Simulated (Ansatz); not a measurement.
## CH₄BClO, SMILES COBCl: a short molecular-dynamics run, step by step

With Ansatz's Python interface.

The cells in order, each with its output:

In [1]:
```python
import warnings

import ansatz as az
import numpy as np
```

In [2]:
```python
warnings.simplefilter("ignore", az.DeckWarning)

geometry_ang = [
    ("C", (0.2631, 0.981, -0.0823)),
    ("O", (0.8865, -0.2062, 0.0223)),
    ("B", (-0.1381, -1.2613, 0.2391)),
    ("Cl", (-0.7339, -2.1867, -1.1768)),
    ("H", (-0.473, 1.0274, -0.9876)),
    ("H", (-0.3325, 1.3018, 0.8407)),
    ("H", (0.9939, 1.8255, -0.2601)),
    ("H", (-0.3738, -1.5387, 1.349)),
]
system = az.Crystal.molecule()
for symbol, xyz in geometry_ang:
    system = system.atom(symbol, xyz)
```

In [3]:
```python
calculation = (
    system.calculation()
    .basis(gaussian="def2-SVP")
    .functional("hf")
)
symbols = [site.symbol for site in system.cartesian_sites]
start = np.array([site.position_ang for site in system.cartesian_sites], dtype=float)
summary = calculation.relax(force_tolerance=0.02, max_steps=100).run(threads=1).report
end = np.array(summary["positions_ang"])
minimum = az.Crystal.molecule()
for symbol, place in zip(symbols, end):
    minimum = minimum.atom(symbol, place.tolist())
```

In [4]:
```python
# dynamics from the relaxed geometry
calculation = (
    minimum.calculation()
    .basis(gaussian="def2-SVP")
    .functional("hf")
    .md("nve", timestep=0.5, steps=40, temperature=500, initial_velocities="maxwell_boltzmann", seed=74)
)
frames = []
done = calculation.session().plan().execute(on_event=lambda e: frames.append(e["data"]) if e["event"] == "md_step" else None)
print("t (fs)   E_pot (eV)      E_kin (eV)   T (K)   d(0-1) (A)")
for f in frames[::1]:
    xyz = np.array(f["positions_ang"])
    print(f"{f['time_fs']:6.2f} {f['lagrangian_ev']:14.5f} {f['e_kin_ev']:10.5f} {f['temperature_k']:8.1f} {np.linalg.norm(xyz[0] - xyz[1]):9.4f}")
kept = np.array([f["conserved_ev"] for f in frames])
print(f"conserved energy moves by at most {1000 * np.ptp(kept):.3f} meV")
```
```text
t (fs)   E_pot (eV)      E_kin (eV)   T (K)   d(0-1) (A)
  0.00   -16301.69958    0.38778    500.0    1.4014
  0.50   -16301.69137    0.37973    489.6    1.4084
  1.00   -16301.66895    0.35766    461.2    1.4153
  1.50   -16301.63769    0.32684    421.4    1.4221
  2.00   -16301.60435    0.29390    378.9    1.4287
  2.50   -16301.57499    0.26476    341.4    1.4352
  3.00   -16301.55313    0.24291    313.2    1.4413
  3.50   -16301.53890    0.22848    294.6    1.4470
  4.00   -16301.52933    0.21861    281.9    1.4524
  4.50   -16301.51974    0.20872    269.1    1.4573
  5.00   -16301.50550    0.19430    250.5    1.4617
  5.50   -16301.48382    0.17263    222.6    1.4655
  6.00   -16301.45483    0.14384    185.5    1.4686
  6.50   -16301.42186    0.11124    143.4    1.4712
  7.00   -16301.39064    0.08042    103.7    1.4729
  7.50   -16301.36742    0.05749     74.1    1.4740
  8.00   -16301.35678    0.04693     60.5    1.4743
  8.50   -16301.35998    0.04999     64.5    1.4738
  9.00   -16301.37481    0.06453     83.2    1.4726
  9.50   -16301.39683    0.08625    111.2    1.4706
 10.00   -16301.42123    0.11042    142.4    1.4680
 10.50   -16301.44428    0.13336    171.9    1.4648
 11.00   -16301.46398    0.15303    197.3    1.4610
 11.50   -16301.47994    0.16905    218.0    1.4567
 12.00   -16301.49305    0.18226    235.0    1.4520
 12.50   -16301.50503    0.19437    250.6    1.4469
 13.00   -16301.51802    0.20750    267.5    1.4415
 13.50   -16301.53410    0.22366    288.4    1.4359
 14.00   -16301.55450    0.24404    314.7    1.4301
 14.50   -16301.57883    0.26822    345.8    1.4241
 15.00   -16301.60461    0.29373    378.7    1.4181
 15.50   -16301.62772    0.31653    408.1    1.4121
 16.00   -16301.64371    0.33232    428.5    1.4060
 16.50   -16301.64960    0.33818    436.0    1.4000
 17.00   -16301.64506    0.33378    430.4    1.3941
 17.50   -16301.63234    0.32129    414.3    1.3884
 18.00   -16301.61498    0.30412    392.1    1.3828
 18.50   -16301.59601    0.28523    367.8    1.3774
 19.00   -16301.57684    0.26606    343.1    1.3723
 19.50   -16301.55740    0.24657    317.9    1.3677
 20.00   -16301.53707    0.22624    291.7    1.3634
conserved energy moves by at most 1.953 meV
```

What to keep in mind:
- Total energies depend on the basis set; only differences at equal settings carry meaning.
- The trajectory is only some femtoseconds long, so its temperature is not equilibrated; where the script doesn't relax first, it starts from a rough generated geometry.
- The temperature counts the internal degrees of freedom alone.
- Wall time of the script: 54 s on 1 thread of Arm Neoverse V2, with other jobs on the host, peak memory 0.22 GiB.
